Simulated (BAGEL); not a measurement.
# GaNH2Cl2 (GaCl2(NH2)): HF/STO-3G (density fitting with qzvpp-jkfit)

Aim: the vertical ionisation energy of GaNH2Cl2 (GaCl2(NH2)) at HF/STO-3G (density fitting with qzvpp-jkfit), from 2 runs. 

The results are computed with BAGEL 1.2.2.

2 further runs of the same task are left out: 2 set aside as unsound or not needed.

### 1 The system as given

GaNH2Cl2: 6 atoms, total charge 0, spin state singlet. As SMILES, `[NH2][Ga]([Cl])[Cl]`. Geometry: a GFN2-xTB relaxation, a rough one for these elements and not checked as a minimum.

Bond lengths: Ga1–Cl2 2.080 Å, Ga1–Cl3 2.079 Å, Ga1–N4 1.838 Å, N4–H5 1.014 Å, N4–H6 1.013 Å. Angles: Cl2–Ga1–Cl3 122.2°, Cl2–Ga1–N4 118.7°, Cl3–Ga1–N4 118.9°, Ga1–N4–H5 120.0°, Ga1–N4–H6 119.8°, H5–N4–H6 109.8°.

### 2 The energy at HF/STO-3G (density fitting with qzvpp-jkfit)

File hf.json:

```json
{ "bagel" : [

{
  "title" : "molecule",
  "basis" : "sto-3g",
  "df_basis" : "qzvpp-jkfit",
  "angstrom" : true,
  "geometry" : [
    { "atom" : "Ga", "xyz" : [    0.381380,    0.653400,    0.009260 ] },
    { "atom" : "Cl", "xyz" : [    2.435570,    0.610280,    0.331860 ] },
    { "atom" : "Cl", "xyz" : [   -0.654530,    2.429800,   -0.299040 ] },
    { "atom" : "N", "xyz" : [   -0.567760,   -0.914300,    0.150400 ] },
    { "atom" : "H", "xyz" : [   -1.502930,   -0.977330,   -0.235560 ] },
    { "atom" : "H", "xyz" : [   -0.091730,   -1.801840,    0.043080 ] }
  ]
},
{
  "title" : "hf"
},
{
  "title" : "print",
  "file" : "orbitals.molden",
  "orbitals" : true
}

]}
```

Command:

```sh
$ BAGEL_NUM_THREADS=1 BAGEL hf.json > hf.out
```

The log of the run:

```text
* using 1 threads per process

  ===============================================================
  ===============================================================

  *** Geometry ***

  { "atom" : "Ga", "xyz" : [      0.720704,      1.234747,      0.017499 ] },
  { "atom" : "Cl", "xyz" : [      4.602560,      1.153262,      0.627125 ] },
  { "atom" : "Cl", "xyz" : [     -1.236882,      4.591657,     -0.565104 ] },
  { "atom" : "N", "xyz" : [     -1.072911,     -1.727777,      0.284215 ] },
  { "atom" : "H", "xyz" : [     -2.840126,     -1.846886,     -0.445144 ] },
  { "atom" : "H", "xyz" : [     -0.173345,     -3.404984,      0.081409 ] },

  Number of auxiliary basis functions:      635

  Since a DF basis is specified, we compute 2- and 3-index integrals:
    o Being stored without compression. Storage requirement is 0.009 GB

  Number of basis functions:       43
  Number of electrons      :       74

    * METHOD: MOLECULE                             0.28

  *** RHF ***

  === Nuclear Repulsion ===
   440.0763990365

      * DIIS with orbital gradients will be used.

  === RHF iteration (sto-3g) ===
      0      -2865.04628458          0.00852375           0.06
      1      -2865.10676177          0.00258868           0.06
      2      -2865.11178953          0.00067713           0.06
      3      -2865.11234305          0.00020120           0.06
      4      -2865.11244029          0.00009331           0.06
      5      -2865.11247054          0.00003916           0.06
      6      -2865.11247673          0.00000946           0.06
      7      -2865.11247703          0.00000369           0.06
      8      -2865.11247708          0.00000132           0.06
      9      -2865.11247708          0.00000045           0.06
     10      -2865.11247709          0.00000015           0.06
     11      -2865.11247709          0.00000007           0.06
     12      -2865.11247709          0.00000003           0.06
     13      -2865.11247709          0.00000001           0.06
     14      -2865.11247709          0.00000000           0.06
    * SCF iteration converged.

    * Permanent dipole moment:
           (    0.531126,     1.011552,     0.326232) a.u.

    * METHOD: HF                                   0.99

    * METHOD: PRINT                                0.00

  ===============================================================
```

It took 1.4 s on 1 thread of Arm Neoverse V2, shared host; peak memory 0.099 GiB.

### 3 The doublet cation at the same level

File hf.json:

```json
{ "bagel" : [

{
  "title" : "molecule",
  "basis" : "sto-3g",
  "df_basis" : "qzvpp-jkfit",
  "angstrom" : true,
  "geometry" : [
    { "atom" : "Ga", "xyz" : [       0.381380,       0.653400,       0.009260 ] },
    { "atom" : "Cl", "xyz" : [       2.435570,       0.610280,       0.331860 ] },
    { "atom" : "Cl", "xyz" : [      -0.654530,       2.429800,      -0.299040 ] },
    { "atom" : "N", "xyz" : [      -0.567760,      -0.914300,       0.150400 ] },
    { "atom" : "H", "xyz" : [      -1.502930,      -0.977330,      -0.235560 ] },
    { "atom" : "H", "xyz" : [      -0.091730,      -1.801840,       0.043080 ] }
  ]
},

{
  "title" : "uhf",
  "charge" : 1,
  "nopen" : 1
},

{
  "title" : "print",
  "file" : "orbitals.molden",
  "orbitals" : true
}

]}
```

Command:

```sh
$ BAGEL_NUM_THREADS=1 BAGEL hf.json > hf.out
```

The log of the run:

```text
* using 1 threads per process

  ===============================================================
  ===============================================================

  *** Geometry ***

  { "atom" : "Ga", "xyz" : [      0.720704,      1.234747,      0.017499 ] },
  { "atom" : "Cl", "xyz" : [      4.602560,      1.153262,      0.627125 ] },
  { "atom" : "Cl", "xyz" : [     -1.236882,      4.591657,     -0.565104 ] },
  { "atom" : "N", "xyz" : [     -1.072911,     -1.727777,      0.284215 ] },
  { "atom" : "H", "xyz" : [     -2.840126,     -1.846886,     -0.445144 ] },
  { "atom" : "H", "xyz" : [     -0.173345,     -3.404984,      0.081409 ] },

  Number of auxiliary basis functions:      635

  Since a DF basis is specified, we compute 2- and 3-index integrals:
    o Being stored without compression. Storage requirement is 0.009 GB

  Number of basis functions:       43
  Number of electrons      :       74

    * METHOD: MOLECULE                             0.28

  *** Open-shell HF ***

  === Nuclear Repulsion ===
   440.0763990365

      * DIIS with orbital gradients will be used.

  === UHF iteration (sto-3g) ===
      0      -2864.56291711          0.04235080           0.11
      1      -2864.83380343          0.01762913           0.11
      2      -2864.89736080          0.00893129           0.11
      3      -2864.91266513          0.00292708           0.11
      4      -2864.91767470          0.00139719           0.11
      5      -2864.91907808          0.00054022           0.11
      6      -2864.91918432          0.00025844           0.11
      7      -2864.91922967          0.00017340           0.11
      8      -2864.91925006          0.00016537           0.11
      9      -2864.91929001          0.00016254           0.11
[... 69 lines of this table left out ...]
     79      -2864.91995117          0.00000002           0.11
     80      -2864.91995117          0.00000001           0.11
     81      -2864.91995117          0.00000001           0.11
     82      -2864.91995117          0.00000001           0.11
    * SCF iteration converged.

    * S^2 (UHF) is 0.7518

    * Permanent dipole moment:
           (    0.772657,     1.419156,     0.319804) a.u.

    * METHOD: UHF                                  9.38

    * METHOD: PRINT                                0.00

  ===============================================================
```

It took 9.9 s on 1 thread of Arm Neoverse V2, shared host; peak memory 0.099 GiB.

### 4 Results

Level: HF/STO-3G (density fitting with qzvpp-jkfit).

| quantity | value |
| --- | --- |
| singlet GaNH2Cl2: total energy | -2865.11248 Eh |
| singlet GaNH2Cl2: dipole moment | 3.02 D |
| singlet GaNH2Cl2: HOMO energy | -9.08 eV |
| singlet GaNH2Cl2: LUMO energy | 4.84 eV |
| singlet GaNH2Cl2: HOMO–LUMO gap | 13.91 eV |
| doublet cation: total energy | -2864.91995 Eh |
| doublet cation: ⟨S²⟩ | 0.752 |
| vertical ionisation energy (to the doublet cation), in doubt | 5.239 eV |

Removing an electron at fixed nuclei costs 5.24 eV (505 kJ/mol). −ε(HOMO) before ionisation, 9.08 eV, is 3.84 eV above this ionisation energy. This value lies far from the orbital energy or is too small for a neutral ground state: the hole may sit in another orbital, or the first species is not in its lowest state. In a minimal basis such a difference can be off by several eV, whatever the method.
